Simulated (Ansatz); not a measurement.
# FGeH2: the cost of one run

Method: UKS PBE0-D4/def2-SVP, in Ansatz 0.2.0.

### Step 1. The starting structure

Bond lengths: F1–Ge2 1.774 Å, Ge2–H3 1.580 Å, Ge2–H4 1.582 Å. Angles: F1–Ge2–H3 110.8°, F1–Ge2–H4 110.3°, H3–Ge2–H4 111.3°.

As a file:

```xyz
4

F     0.1704   -0.6342    1.5112
Ge    0.2764   -0.2129   -0.2087
H    -1.0884   -0.5166   -0.9454
H     0.6971    1.3033   -0.3773
```

### Step 2. Relaxing the start

input.yaml reads:

```yaml
crystal:
  periodic: [false, false, false]
  atoms:
    - { symbol: F, position_ang: [0.1704, -0.6342, 1.5112] }
    - { symbol: Ge, position_ang: [0.2764, -0.2129, -0.2087] }
    - { symbol: H, position_ang: [-1.0884, -0.5166, -0.9454] }
    - { symbol: H, position_ang: [0.6971, 1.3033, -0.3773] }
magnetization:
  spin_polarized: true
  initial_magnetization: 1
basis:
  gaussian: { orbitals: def2-SVP }
hamiltonian:
  xc: pbe0
  dispersion: d4
relax:
  f_tol: 0.02
  max_steps: 40
output:
  orbitals: {}
```

The run is started by

```sh
> ansatz run input.yaml --threads 1 --pin off --max-ram 2048MiB --backend cpu --events-out ev --progress --plain --runs-dir out
```

Q: Estimate wall time and peak memory on 1 thread of Arm Neoverse N1, shared host.

About 23 s, with a peak of 0.15 GiB.
